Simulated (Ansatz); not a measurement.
# NiNCl: the cost of one run

All numbers below are computed with Ansatz 0.2.0 (DFT, LDA, spin-orbit coupling, plane waves, PAW).

## 1. The system as given

It takes space group Pmmn (No. 59, orthorhombic). Conventional cell: a = 3.313 Å, b = 3.792 Å, c = 7.942 Å, α = 90.00°, β = 90.00°, γ = 90.00°. Around Ni (site symmetry mm2) lie 4 N at 1.97 to 2.11 Å and 2 Cl at 2.38 Å. Cl (site symmetry mm2) has 2 Ni at 2.38 Å as nearest neighbours. Around N (site symmetry mm2) lie 4 Ni at 1.97 to 2.11 Å.

As a file:

```
Ni Cl N
1.0
     3.79202    0.00000    0.00000
     0.00000    7.94218    0.00000
     0.00000    0.00000    3.31250
Ni Cl N
2 2 2
Direct
  0.25000 0.11568 0.75000
  0.75000 0.88432 0.25000
  0.25000 0.33003 0.25000
  0.75000 0.66997 0.75000
  0.25000 0.95168 0.25000
  0.75000 0.04832 0.75000
```

It starts from an earlier solution of the starting cell (checkpoint.read).

## 2. Relaxing

Input file input.yaml:

```yaml
crystal:
  lattice:
    - [3.79202307, 0.0, 0.0]
    - [0.0, 7.94218058, 0.0]
    - [0.0, 0.0, 3.31250191]
  atoms:
    - { symbol: Ni, position: [0.25, 0.11568, 0.75], spin: 2, spin_axis: [0.0, 0.0, 1.0] }
    - { symbol: Ni, position: [0.75, 0.88432, 0.25], spin: 2, spin_axis: [0.0, 0.0, 1.0] }
    - { symbol: Cl, position: [0.25, 0.33003, 0.25] }
    - { symbol: Cl, position: [0.75, 0.66997, 0.75] }
    - { symbol: "N", position: [0.25, 0.95168, 0.25] }
    - { symbol: "N", position: [0.75, 0.04832, 0.75] }
  symmetry: { tolerance: 0.0003 }
kpoints:
  mp_grid: { grid: [5, 3, 5], shift: [0, 0, 0] }
magnetization:
  noncollinear: true
  spin_orbit: true
scf:
  occupations: { method: fermi_dirac }
  lower_state_search: "off"
hamiltonian:
  pseudopotentials: { kind: paw_fr }
  xc: lda
basis:
  ecutwfc: 420
  fft_grid_basis: typed
relax:
  max_steps: 60
  cell: { p_target: 20.0 }
  f_tol: 0.03
output:
  forces: true
  stress: true
  eigenvalues: true
  bader: true
  populations: true
  elf: true
  write_potential: true
  volumetric_format: npy
  dos:
    e_range: [-12, 8]
    de: 0.05
    projected: { site_lists: { Cl: [Cl], "N": ["N"], Ni: [Ni] } }
    method: { smearing: { sigma: 0.1, scheme: gaussian } }
  write_density: true
checkpoint:
  read: saved_state
```

Started as:

```console
> ansatz run input.yaml --threads 2 --pin off --max-ram 3584MiB --backend cpu --events-out ev --progress --plain --runs-dir out
```

What time and memory should one allow on 2 threads of Arm Neoverse V2, shared host?

About 6 min, with a peak of 0.77 GiB.
